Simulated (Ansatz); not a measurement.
# AlBrH3N: one species, many methods

One table from this session's results is given with a row withheld; the runs are named, their logs left out.

Method: functionals in def2-TZVPP, the program's frozen cores in correlated methods; program: Ansatz 0.2.0, Gaussian basis.

Levels to be run: LDA (SPW92), PBE-D4, revPBE-D4, BLYP-D4, r2SCAN-D4, B97M-V, PBE0-D4, B3LYP-D4, r2SCANh-D4, r2SCAN0-D4, HSE06-D4, BHLYP-D4, CAM-B3LYP-D4, LC-ωPBE, ωB97X-V, ωB97M-V, B2PLYP, PBE-QIDH; CCSD(T)/def2-SVP; CCSD(T)/def2-TZVPP; CCSD(T)/def2-QZVPP; extrapolation to the limit; RPA on PBE.

### The geometry

An earlier PBE0-D4 in a triple-zeta def2 set relaxation fixed the geometry.

6 atoms, charge 0, spin multiplicity 1.

Atoms are counted from 1 here; the program's logs count them from 0.

Bond lengths: N1–Al2 1.756 Å, N1–H4 1.007 Å, N1–H5 1.007 Å, Al2–Br3 2.258 Å, Al2–H6 1.571 Å. Angles: Al2–N1–H4 124.3°, Al2–N1–H5 124.9°, H4–N1–H5 110.7°, N1–Al2–Br3 117.4°, N1–Al2–H6 121.8°, Br3–Al2–H6 120.8°.

The first run:

Input file in.yaml:

```yaml
crystal:
  periodic: [false, false, false]
  atoms:
    - {symbol: N, position_ang: [-0.538598, 0.312041, -0.786977]}
    - {symbol: Al, position_ang: [0.365172, -0.087983, 0.664593]}
    - {symbol: Br, position_ang: [1.476993, -2.053217, 0.688523]}
    - {symbol: H, position_ang: [-1.070311, 1.158633, -0.909725]}
    - {symbol: H, position_ang: [-0.597928, -0.268198, -1.607785]}
    - {symbol: H, position_ang: [0.406770, 0.874724, 1.905171]}
basis:
  gaussian: {orbitals: def2-TZVPP}
hamiltonian: {xc: lda}
output: {orbitals: {seedname: orbitals}}
```

On the command line:

```console
$ ansatz run in.yaml --threads 2 --pin off --events-out ev --progress --plain --max-ram 32768MiB --backend cpu
```

Steps of the session up to this table: LDA; PBE-D4 (GGA); revPBE-D4 (GGA); BLYP-D4 (GGA); r2SCAN-D4 (meta-GGA); B97M-V (meta-GGA); PBE0-D4 (hybrid); B3LYP-D4 (hybrid); r2SCANh-D4 (hybrid); r2SCAN0-D4 (hybrid); HSE06-D4 (hybrid); BHLYP-D4 (hybrid); CAM-B3LYP-D4 (range-separated); LC-ωPBE (range-separated); ωB97X-V (range-separated); ωB97M-V (range-separated); B2PLYP (double hybrid); PBE-QIDH (double hybrid).

One of the session's tables, all rows but one given; the rest of the session is left out.

It belongs to the step «Frontier levels by functional». 

| functional | HOMO (eV) | gap (eV) |
| --- | --- | --- |
| LDA (SPW92) | -6.62 | 5.03 |
| PBE-D4 | -6.43 | 5.08 |
| revPBE-D4 | -6.36 | 5.12 |
| BLYP-D4 | -6.28 | 5.06 |
| r2SCAN-D4 | -6.72 | 5.72 |
| B97M-V | -6.76 | 5.60 |
| PBE0-D4 | -7.80 | 7.20 |
| B3LYP-D4 | -7.54 | 6.75 |
| r2SCANh-D4 | -7.24 | 6.48 |
| r2SCAN0-D4 | -8.01 | 7.62 |
| HSE06-D4 | ? | ? |
| BHLYP-D4 | -9.07 | 9.24 |
| CAM-B3LYP-D4 | -9.23 | 9.56 |
| LC-ωPBE | -10.68 | 12.08 |
| ωB97X-V | -10.27 | 11.57 |
| ωB97M-V | -10.16 | 11.19 |

Estimate the missing values for HSE06-D4.

**Answer.** HOMO (eV): -7.39; gap (eV): 6.43. In the column «HOMO (eV)» it lies between B3LYP-D4 (-7.54) and r2SCANh-D4 (-7.24).
